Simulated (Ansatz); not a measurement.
# H4NO3V: small, medium and large basis sets

One table from this session's results is given with a row withheld; the runs are named, their logs left out.

Computed with Ansatz 0.2.0, Gaussian basis. Level: one geometry, several basis sets.

Plan: PBE0-D4/def2-SVP; ωB97M-V/def2-SVP; PBE0-D4/def2-QZVPP; ωB97M-V/def2-QZVPP; the functionals' def2-TZVPP values are taken from earlier runs.

### The relaxed structure

An earlier PBE0-D4 in a triple-zeta def2 set relaxation fixed the geometry.

SMILES `[NH2][V](=[O])([OH])[OH]`, 9 atoms, charge 0, spin multiplicity 1.

Atoms are counted from 1 here; the program's logs count them from 0.

Bond lengths: N1–V2 1.821 Å, N1–H6 1.010 Å, N1–H7 1.009 Å, V2–O3 1.554 Å, V2–O4 1.778 Å, V2–O5 1.779 Å, O4–H8 0.961 Å, O5–H9 0.960 Å. Angles: V2–N1–H6 124.4°, V2–N1–H7 123.1°, H6–N1–H7 111.5°, N1–V2–O3 106.5°, N1–V2–O4 110.8°, N1–V2–O5 110.1°, O3–V2–O4 109.4°, O3–V2–O5 109.9°, O4–V2–O5 110.1°, V2–O4–H8 119.8°, V2–O5–H9 121.7°.

The first run:

Contents of in.yaml:

```yaml
crystal:
  periodic: [false, false, false]
  atoms:
    - {symbol: N, position_ang: [-0.619276, -0.376135, -1.211204]}
    - {symbol: V, position_ang: [0.535302, 0.259418, 0.045995]}
    - {symbol: O, position_ang: [1.705648, 0.928259, -0.727543]}
    - {symbol: O, position_ang: [1.171636, -1.065017, 1.047917]}
    - {symbol: O, position_ang: [-0.279238, 1.463340, 1.071719]}
    - {symbol: H, position_ang: [-1.350330, -1.048439, -1.026685]}
    - {symbol: H, position_ang: [-0.488262, -0.234663, -2.201485]}
    - {symbol: H, position_ang: [0.641291, -1.416711, 1.768411]}
    - {symbol: H, position_ang: [-1.228271, 1.443746, 1.215676]}
basis:
  gaussian: {orbitals: def2-SVP}
hamiltonian: {xc: pbe0, dispersion: d4}
output: {orbitals: {seedname: orbitals}}
```

On the command line:

```
> ansatz run in.yaml --threads 4 --pin off --events-out ev --progress --plain --max-ram 10444MiB
```

Steps of the session up to this table: PBE0-D4 in def2-SVP; ωB97M-V in def2-SVP; PBE0-D4 in def2-QZVPP; ωB97M-V in def2-QZVPP.

One table of the session follows, with a row left open; its other results are not shown here.

It belongs to the step «Functionals by basis». 

```
functional       basis  HOMO (eV)  LUMO (eV)
   PBE0-D4    def2-SVP      -7.92      -1.97
   PBE0-D4  def2-TZVPP      -8.17      -2.13
   PBE0-D4  def2-QZVPP      -8.20      -2.16
   ωB97M-V    def2-SVP          ?          ?
   ωB97M-V  def2-TZVPP     -10.48       0.11
   ωB97M-V  def2-QZVPP     -10.52       0.03
```

Estimate the missing values for ωB97M-V, def2-SVP.

The run gave: HOMO (eV): -10.21; LUMO (eV): 0.32. In the column «HOMO (eV)» it lies between ωB97M-V, def2-TZVPP (-10.48) and PBE0-D4, def2-QZVPP (-8.20).
